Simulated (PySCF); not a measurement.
# C6HClO2: the cost of one run

Computed with PySCF 2.14.0 and routines of our own; the level stands in each step. Atoms count from 0.

### Step 1. The system as given

10 atoms, charge 0, multiplicity 1; geometry from: GFN2-xTB.

### Step 2. Magnetic properties: GIAO HF/pcSseg-1

The job: settings as JSON, then the geometry in Å.

```
{"job": {"kind": "mag", "xc": "HF", "basis": "pcSseg-1", "isotopologues": 0}, "charge": 0, "multiplicity": 1}
C      2.753043    -0.028936     0.172062
C      1.550889     0.003741     0.092496
C      0.166854    -0.012146     0.013153
C     -0.802106     0.917534    -0.294694
Cl    -0.741680     2.537476    -0.724087
C     -1.930552    -0.040642    -0.108218
O     -3.118146     0.005752    -0.194486
C     -0.850043    -1.089791     0.237824
O     -0.820000    -2.240403     0.544691
H      3.800623    -0.047932     0.238730
```

With the program's defaults for keys left out, this is: GIAO HF/pcSseg-1 magnetisability, rotational g tensor and spin-rotation constants, non-relativistic, gas phase.

Launch:

```console
OMP_NUM_THREADS=1 python excited_run.py task.json out
```

One launch serves the whole session: the jobs run in the order shown.

Q: Estimate the wall time and peak memory of this job on 1 thread of Arm Neoverse N1, shared host.

About 28 s, with a peak of 0.8 GiB.
